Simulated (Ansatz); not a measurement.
# doublet SnSiH4ClF+: levels of theory compared

We compute a comparison of 6 runs (UHF/3-21G, U-r2SCAN/def2-SVP, UBHLYP/def2-SVP, UBLYP/def2-SVP, RPA@PBE0/def2-SVP, UMP2/def2-SVP) of doublet SnSiH4ClF+. 

The calculation is run with Ansatz 0.2.0.

104 further runs of the same task are left out: 6 that didn't finish, 98 set aside as unsound or not needed. Runs told in other sessions of the task aren't counted.

**1. Starting point**

SnSiH4ClF+ has 8 atoms, charge +1, and is taken as a doublet. SMILES of the parent species: `[F][SnH]([SiH3])[Cl]`. The shape is that of a PBE0-D4/def2-TZVP optimisation. That shape belongs to the parent species and isn't relaxed for this state.

Bond lengths: F1–Sn2 1.922 Å, Sn2–Si3 2.562 Å, Sn2–Cl4 2.326 Å, Sn2–H5 1.703 Å, Si3–H6 1.483 Å, Si3–H7 1.483 Å, Si3–H8 1.481 Å. Some angles: F1–Sn2–Si3 106.4°, F1–Sn2–Cl4 104.0°, Si3–Sn2–Cl4 108.4°, F1–Sn2–H5 104.3°, Si3–Sn2–H5 125.0°, Cl4–Sn2–H5 106.7°, Sn2–Si3–H6 108.7°, Sn2–Si3–H7 107.9°, Sn2–Si3–H8 107.4°, H6–Si3–H7 110.5°.

**2. A single-point energy at UHF/3-21G (run 1)**

Contents of molecule.yaml:

```yaml
crystal:
  periodic: [false, false, false]
  atoms:
    - symbol: F
      position_ang: [-2.164400, 1.207300, 0.065000]
    - symbol: Sn
      position_ang: [-0.491100, 0.743900, -0.760400]
    - symbol: Si
      position_ang: [0.772400, -0.710700, 0.928600]
    - symbol: Cl
      position_ang: [-1.103700, -0.588800, -2.566200]
    - symbol: H
      position_ang: [0.081000, 2.212200, -1.406000]
    - symbol: H
      position_ang: [1.077500, 0.107800, 2.127500]
    - symbol: H
      position_ang: [2.025400, -1.174900, 0.284900]
    - symbol: H
      position_ang: [-0.104900, -1.854000, 1.270900]
basis:
  gaussian:
    orbitals: 3-21G-spherical.json
total_charge: 1
magnetization:
  spin_polarized: true
  initial_magnetization: 1
output: {orbitals: {seedname: orbitals}}
hamiltonian:
  xc: hf
accuracy: high
```

The basis set 3-21G is read from a file made from the Basis Set Exchange's data (not shown).

Started as:

```console
$ ansatz run molecule.yaml --threads 1 --pin off --max-ram 3480MiB --events-out events.jsonl --progress --plain --runs-dir runs
```

Standard output:

```text
Warning: RAYON_NUM_THREADS=1 ignored (pool sized by the plan → 1); use --threads N
Functional definition: HF
  name "HF"
  exchange = exact_x
  correlation = 0
1595 factors; integrals over basis functions are off by at most 6.6e-9 eV
mean field evaluation 1: about -186171.8135 eV, gradient 3.5e1 eV
mean field evaluation 2: about -186171.8504 eV, gradient 3.5e1 eV
mean field evaluation 4: about -186177.0757 eV, gradient 2.3e0 eV
mean field evaluation 8: about -186177.1652 eV, gradient 2.8e-1 eV
mean field evaluation 16: about -186177.1833 eV, gradient 2.0e-2 eV
mean field evaluation 32: about -186177.1834 eV, gradient 1.9e-2 eV
mean field evaluation 64: about -186177.2067 eV, gradient 1.5e-1 eV
mean field evaluation 96: about -186176.9347 eV, gradient 4.0e-1 eV
mean field evaluation 128: about -186177.1087 eV, gradient 9.5e-1 eV
mean field evaluation 160: about -186174.7554 eV, gradient 1.4e1 eV
mean field evaluation 192: about -186176.8525 eV, gradient 1.9e0 eV
mean field evaluation 224: about -186177.2149 eV, gradient 9.0e-2 eV
mean field evaluation 256: about -186177.1815 eV, gradient 5.1e-2 eV
mean field -186177.22024161 eV, -6841.8866484266 hartree, gradient 5.4e-8 eV, S^2 0.763734; 2 other end points of the search recorded, 0 dependent functions left out
reference -186177.22024161 eV, -6841.8866484266 hartree; 47, 46 occupied and 27, 28 virtual orbitals, 1595 factors
Total energy: -186177.22024161 eV, -6841.8866484266 hartree
```

Wall time 39 s (1 thread of Arm Neoverse N1, shared host); peak memory 0.36 GiB.

**3. A single-point energy at U-r2SCAN/def2-SVP (core potential) (run 2)**

Contents of job.yaml:

```yaml
crystal:
  periodic: [false, false, false]
  atoms:
    - {symbol: F, position_ang: [-2.164400, 1.207300, 0.065000]}
    - {symbol: Sn, position_ang: [-0.491100, 0.743900, -0.760400]}
    - {symbol: Si, position_ang: [0.772400, -0.710700, 0.928600]}
    - {symbol: Cl, position_ang: [-1.103700, -0.588800, -2.566200]}
    - {symbol: H, position_ang: [0.081000, 2.212200, -1.406000]}
    - {symbol: H, position_ang: [1.077500, 0.107800, 2.127500]}
    - {symbol: H, position_ang: [2.025400, -1.174900, 0.284900]}
    - {symbol: H, position_ang: [-0.104900, -1.854000, 1.270900]}
basis:
  gaussian: {orbitals: def2-SVP}
total_charge: 1
magnetization: {spin_polarized: true, initial_magnetization: 1}
hamiltonian: {xc: r2scan}
accuracy: high
output: {orbitals: {seedname: orbitals}}
```

Started as:

```console
$ ansatz run job.yaml --threads 1 --pin off --max-ram 3480MiB --events-out events.jsonl --progress --plain --runs-dir runs
```

Standard output:

```text
Warning: RAYON_NUM_THREADS=1 ignored (pool sized by the plan → 1); use --threads N
Functional definition: r2SCAN
  name "r2SCAN"
  parameter k0 = 0.174
  parameter k1 = 0.065
  parameter a1 = 4.9479
  exchange = r2scan_x(k0 = k0, k1 = k1, a1 = a1)
  correlation = r2scan_c
2116 factors; integrals over basis functions are off by at most 7.7e-9 eV
mean field evaluation 1: about -28988.2130 eV, gradient 4.7e1 eV
mean field evaluation 2: about -28741.1029 eV, gradient 1.6e2 eV
mean field evaluation 4: about -28991.3524 eV, gradient 2.6e1 eV
mean field evaluation 8: about -28996.2199 eV, gradient 3.7e-1 eV
mean field evaluation 16: about -28996.2130 eV, gradient 6.9e-4 eV
mean field evaluation 32: about -28996.2130 eV, gradient 2.7e-8 eV
mean field -28996.21295934 eV, -1065.5911719166 hartree, gradient 2.7e-8 eV, S^2 0.755976; 6 other end points of the search recorded, 0 dependent functions left out
reference -28996.21296225 eV, -1065.5911720238 hartree; 33, 32 occupied and 63, 64 virtual orbitals, 2116 factors
Total energy: -28996.21296225 eV, -1065.5911720238 hartree
```

Wall time 86 s (1 thread of Arm Neoverse N1, shared host); peak memory 0.53 GiB.

Run 3 isn't shown in full; the table further down has it.

**4. The energy at UBLYP/def2-SVP (core potential) (run 4)**

Contents of in.yaml:

```yaml
crystal:
  periodic: [false, false, false]
  atoms:
    - {symbol: F, position_ang: [-2.164400, 1.207300, 0.065000]}
    - {symbol: Sn, position_ang: [-0.491100, 0.743900, -0.760400]}
    - {symbol: Si, position_ang: [0.772400, -0.710700, 0.928600]}
    - {symbol: Cl, position_ang: [-1.103700, -0.588800, -2.566200]}
    - {symbol: H, position_ang: [0.081000, 2.212200, -1.406000]}
    - {symbol: H, position_ang: [1.077500, 0.107800, 2.127500]}
    - {symbol: H, position_ang: [2.025400, -1.174900, 0.284900]}
    - {symbol: H, position_ang: [-0.104900, -1.854000, 1.270900]}
basis:
  gaussian: {orbitals: def2-SVP}
total_charge: 1
output: {orbitals: {seedname: orbitals}}
hamiltonian: {xc: {name: BLYP}}
accuracy: high
magnetization: {spin_polarized: true, initial_magnetization: 1}
```

Started as:

```console
$ ansatz run in.yaml --threads 1 --pin off --max-ram 3480MiB --events-out events.jsonl --progress --plain --runs-dir runs
```

Standard output:

```text
Warning: RAYON_NUM_THREADS=1 ignored (pool sized by the plan → 1); use --threads N
Functional definition: BLYP
  name "BLYP"
  parameter beta = 0.0042
  parameter a = 0.04918
  parameter b = 0.132
  parameter c = 0.2533
  parameter d = 0.349
  exchange = b88_x(beta = beta)
  correlation = lyp_c(a = a, b = b, c = c, d = d)
2116 factors; integrals over basis functions are off by at most 7.7e-9 eV
mean field evaluation 1: about -28985.1151 eV, gradient 5.1e1 eV
mean field evaluation 2: about -28717.0248 eV, gradient 1.6e2 eV
mean field evaluation 4: about -28988.6437 eV, gradient 2.9e1 eV
mean field evaluation 8: about -28994.8008 eV, gradient 1.0e0 eV
mean field evaluation 16: about -28994.8040 eV, gradient 2.6e-3 eV
mean field evaluation 32: about -28992.3960 eV, gradient 1.2e1 eV
mean field -28994.80396439 eV, -1065.5393923073 hartree, gradient 1.9e-8 eV, S^2 0.752768; 6 other end points of the search recorded, 0 dependent functions left out
reference -28994.80402617 eV, -1065.5393945778 hartree; 33, 32 occupied and 63, 64 virtual orbitals, 2116 factors
Total energy: -28994.80402617 eV, -1065.5393945778 hartree
```

Wall time 34 s (1 thread of Arm Neoverse N1, shared host); peak memory 0.34 GiB.

Run 5 isn't shown in full; the table further down has it.

**5. A single-point energy at UMP2/def2-SVP (core potential) (run 6)**

Contents of run.yaml:

```yaml
crystal:
  periodic: [false, false, false]
  atoms:
    - {symbol: F, position_ang: [-2.164400, 1.207300, 0.065000]}
    - {symbol: Sn, position_ang: [-0.491100, 0.743900, -0.760400]}
    - {symbol: Si, position_ang: [0.772400, -0.710700, 0.928600]}
    - {symbol: Cl, position_ang: [-1.103700, -0.588800, -2.566200]}
    - {symbol: H, position_ang: [0.081000, 2.212200, -1.406000]}
    - {symbol: H, position_ang: [1.077500, 0.107800, 2.127500]}
    - {symbol: H, position_ang: [2.025400, -1.174900, 0.284900]}
    - {symbol: H, position_ang: [-0.104900, -1.854000, 1.270900]}
basis:
  gaussian: {orbitals: def2-SVP}
accuracy: high
correlation: {method: mp2, frozen_orbitals: {Cl: 5, F: 1, H: 0, Si: 5, Sn: 4}}
total_charge: 1
magnetization: {spin_polarized: true, initial_magnetization: 1}
```

Started as:

```console
$ ansatz run run.yaml --threads 1 --pin off --max-ram 3480MiB --events-out events.jsonl --progress --plain --runs-dir runs
```

Standard output (excerpt; [...] marks lines left out):

```text
Warning: RAYON_NUM_THREADS=1 ignored (pool sized by the plan → 1); use --threads N
Functional definition: HF
  name "HF"
[...]
2116 factors; integrals over basis functions are off by at most 7.7e-9 eV
[...]
mean field -28923.38858822 eV, -1062.9149256400 hartree, gradient 9.2e-8 eV, S^2 0.780168; 9 other end points of the search recorded, 0 dependent functions left out
15 core orbitals not correlated: weight in the atoms' cores, before any rotation towards them, 1.000 or more for the frozen orbitals, at most 0.000 for the correlated occupied ones
reference -28923.38858822 eV, -1062.9149256400 hartree; 18, 17 occupied and 63, 64 virtual orbitals, 2116 factors
second order -14.21398254 eV of doubles, -0.00000000 eV of singles
Total energy: -28937.60257075 eV, -1063.4372798637 hartree
```

It took 47 s on 1 thread of Arm Neoverse N1, shared host; peak memory 0.56 GiB.

**6. All runs side by side**

| run | level | core potential | frozen core orbitals | energy (Eh) | HOMO energy (eV) | LUMO energy (eV) | ⟨S²⟩ | wall time |
| --- | --- | --- | --- | --- | --- | --- | --- | --- |
| 1 | UHF/3-21G | none | – | -6841.886648 | -16.45 | -9.41 | 0.764 | 39 s |
| 2 | U-r2SCAN/def2-SVP (core potential) | def2-SVP | – | -1065.591172 | -13.64 | -12.81 | 0.756 | 86 s |
| 3 | UBHLYP/def2-SVP (core potential) | def2-SVP | – | -1065.483355 | -15.48 | -11.68 | 0.764 | 62 s |
| 4 | UBLYP/def2-SVP (core potential) | def2-SVP | – | -1065.539395 | -13.04 | -12.46 | 0.753 | 34 s |
| 5 | RPA@PBE0/def2-SVP (core potential) | def2-SVP | 15 | -1063.690351 | – | – | 0.757 | 91 s |
| 6 | UMP2/def2-SVP (core potential) | def2-SVP | 15 | -1063.437280 | – | – | 0.780 | 47 s |

**7. Results**

| quantity | value |
| --- | --- |
| run 6: total energy | -1063.43728 Eh |
| run 6: correlation energy (15 core orbitals frozen) | -522.4 mEh |
| run 6: ⟨S²⟩ of the reference determinant | 0.780 |

In words: Totals of different functionals can't be ranked against each other. Some runs of one species differ in core potentials or relativity; totals across that change don't compare. In run 1 relativity is left out where basis or elements ask for it. All runs together took 6 min, the longest 91 s.
